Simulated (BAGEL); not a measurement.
# GeSiH4O (SMILES [SiH3][O][GeH]): HF/def2-SVP (density fitting with qzvpp-jkfit)

What is the vertical singlet–triplet gap of GeSiH4O at HF/def2-SVP (density fitting with qzvpp-jkfit)? 

The calculation is run with BAGEL 1.2.2.

12 further runs of the same task are left out: 12 set aside as unsound or not needed.

**1. The molecule**

GeSiH4O: 7 atoms, total charge 0, spin state singlet. As SMILES, `[SiH3][O][GeH]`. The coordinates come from a PBE0-D4/def2-TZVP relaxation. This is one conformer, not always the lowest.

Bond lengths: Si1–O2 1.643 Å, O2–Ge3 1.789 Å, Si1–H4 1.490 Å, Si1–H5 1.485 Å, Si1–H6 1.485 Å, Ge3–H7 1.605 Å. Angles: Si1–O2–Ge3 134.1°, O2–Si1–H4 110.8°, O2–Si1–H5 109.3°, O2–Si1–H6 109.3°, O2–Ge3–H7 93.5°, H4–Si1–H5 109.1°, H4–Si1–H6 109.1°, H5–Si1–H6 109.4°.

**2. A single-point energy at HF/def2-SVP (density fitting with qzvpp-jkfit)**

Contents of input.json:

```json
{ "bagel" : [

{
  "title" : "molecule",
  "basis" : "svp",
  "df_basis" : "qzvpp-jkfit",
  "angstrom" : true,
  "geometry" : [
    { "atom" : "Si", "xyz" : [      -0.741700,       0.650900,      -0.296500 ] },
    { "atom" : "O", "xyz" : [       0.533500,      -0.139300,       0.373700 ] },
    { "atom" : "Ge", "xyz" : [       1.261400,      -1.756200,       0.134200 ] },
    { "atom" : "H", "xyz" : [      -1.409200,      -0.197600,      -1.323800 ] },
    { "atom" : "H", "xyz" : [      -0.260900,       1.901300,      -0.937500 ] },
    { "atom" : "H", "xyz" : [      -1.722500,       0.988100,       0.766400 ] },
    { "atom" : "H", "xyz" : [       2.400800,      -1.515100,       1.238000 ] }
  ]
},

{ "title" : "hf" },

{ "title" : "print", "file" : "orbitals.molden", "orbitals" : true }

]}
```

Run with:

```sh
$ BAGEL_NUM_THREADS=1 BAGEL input.json > input.out
```

The log of the run:

```text
* using 1 threads per process

  ===============================================================
  ===============================================================

  *** Geometry ***

  { "atom" : "Si", "xyz" : [     -1.401610,      1.230023,     -0.560304 ] },
  { "atom" : "O", "xyz" : [      1.008169,     -0.263239,      0.706191 ] },
  { "atom" : "Ge", "xyz" : [      2.383701,     -3.318737,      0.253601 ] },
  { "atom" : "H", "xyz" : [     -2.663002,     -0.373410,     -2.501619 ] },
  { "atom" : "H", "xyz" : [     -0.493030,      3.592936,     -1.771618 ] },
  { "atom" : "H", "xyz" : [     -3.255053,      1.867238,      1.448286 ] },
  { "atom" : "H", "xyz" : [      4.536854,     -2.863124,      2.339481 ] },

  Number of auxiliary basis functions:      543

  Since a DF basis is specified, we compute 2- and 3-index integrals:
    o Being stored without compression. Storage requirement is 0.031 GB

  Number of basis functions:       84
  Number of electrons      :       58

    * METHOD: MOLECULE                             0.30

  *** RHF ***

  === Nuclear Repulsion ===
   234.9422741142

      * DIIS with orbital gradients will be used.

  === RHF iteration (svp) ===
      0      -2440.92588356          0.01726637           0.10
      1      -2440.99369549          0.01540250           0.10
      2      -2441.10259132          0.00114208           0.09
      3      -2441.10410945          0.00022440           0.10
      4      -2441.10416692          0.00008912           0.09
      5      -2441.10417565          0.00002558           0.09
      6      -2441.10417689          0.00000943           0.09
      7      -2441.10417705          0.00000287           0.10
      8      -2441.10417706          0.00000153           0.10
      9      -2441.10417707          0.00000053           0.10
     10      -2441.10417707          0.00000013           0.10
     11      -2441.10417707          0.00000006           0.10
     12      -2441.10417707          0.00000002           0.10
     13      -2441.10417707          0.00000000           0.10
    * SCF iteration converged.

    * Permanent dipole moment:
           (   -0.041835,     0.375977,     0.164731) a.u.

    * METHOD: HF                                   1.61

    * METHOD: PRINT                                0.02

  ===============================================================
```

Run time: 2 s. Hardware: 1 thread of Arm Neoverse V1, shared host; peak memory 0.14 GiB.

**3. The triplet**

Edit input.json of step 2 so:

```diff
@@ -18,5 +18,12 @@
 
-{ "title" : "hf" },
+{
+  "title" : "uhf",
+  "nopen" : 2
+},
 
-{ "title" : "print", "file" : "orbitals.molden", "orbitals" : true }
+{
+  "title" : "print",
+  "file" : "orbitals.molden",
+  "orbitals" : true
+}
```

Run with:

```sh
$ BAGEL_NUM_THREADS=1 BAGEL input.json > input.out
```

The log of the run:

```text
* using 1 threads per process

  ===============================================================
  ===============================================================

  *** Geometry ***

  { "atom" : "Si", "xyz" : [     -1.401610,      1.230023,     -0.560304 ] },
  { "atom" : "O", "xyz" : [      1.008169,     -0.263239,      0.706191 ] },
  { "atom" : "Ge", "xyz" : [      2.383701,     -3.318737,      0.253601 ] },
  { "atom" : "H", "xyz" : [     -2.663002,     -0.373410,     -2.501619 ] },
  { "atom" : "H", "xyz" : [     -0.493030,      3.592936,     -1.771618 ] },
  { "atom" : "H", "xyz" : [     -3.255053,      1.867238,      1.448286 ] },
  { "atom" : "H", "xyz" : [      4.536854,     -2.863124,      2.339481 ] },

  Number of auxiliary basis functions:      543

  Since a DF basis is specified, we compute 2- and 3-index integrals:
    o Being stored without compression. Storage requirement is 0.031 GB

  Number of basis functions:       84
  Number of electrons      :       58

    * METHOD: MOLECULE                             0.31

  *** Open-shell HF ***

  === Nuclear Repulsion ===
   234.9422741142

      * DIIS with orbital gradients will be used.

  === UHF iteration (svp) ===
      0      -2440.85859715          0.03376785           0.21
      1      -2440.93639569          0.02968954           0.21
      2      -2440.98290707          0.02249076           0.21
      3      -2441.04842395          0.00113766           0.21
      4      -2441.04942586          0.00049568           0.20
      5      -2441.04965476          0.00028565           0.20
      6      -2441.04976591          0.00013600           0.20
      7      -2441.04980766          0.00005294           0.21
      8      -2441.04982089          0.00002950           0.21
      9      -2441.04982579          0.00001792           0.22
     10      -2441.04982715          0.00000690           0.22
     11      -2441.04982727          0.00000260           0.22
     12      -2441.04982729          0.00000120           0.22
     13      -2441.04982730          0.00000060           0.23
     14      -2441.04982730          0.00000034           0.22
     15      -2441.04982731          0.00000020           0.21
     16      -2441.04982731          0.00000014           0.21
     17      -2441.04982731          0.00000008           0.22
     18      -2441.04982731          0.00000006           0.23
     19      -2441.04982731          0.00000003           0.22
     20      -2441.04982731          0.00000001           0.22
     21      -2441.04982731          0.00000001           0.22
    * SCF iteration converged.

    * S^2 (UHF) is 2.0130

    * Permanent dipole moment:
           (   -0.014567,     0.620640,     0.318650) a.u.

    * METHOD: UHF                                  4.99

    * METHOD: PRINT                                0.02

  ===============================================================
```

Wall time 5.7 s (1 thread of Arm Neoverse V1, shared host); peak memory 0.14 GiB.

**4. Results**

Level: HF/def2-SVP (density fitting with qzvpp-jkfit).

| quantity | value |
| --- | --- |
| singlet: total energy | -2441.10418 Eh |
| singlet: dipole moment | 1.05 D |
| singlet: HOMO energy | -9.32 eV |
| singlet: LUMO energy | 0.66 eV |
| singlet: HOMO–LUMO gap | 9.98 eV |
| triplet: total energy | -2441.04983 Eh |
| triplet: dipole moment | 1.77 D |
| triplet: ⟨S²⟩ | 2.013 |
| vertical energy of the triplet above the singlet | 1.479 eV |

What this shows: At this shape the triplet lies 1.48 eV (34 kcal/mol) above the singlet.
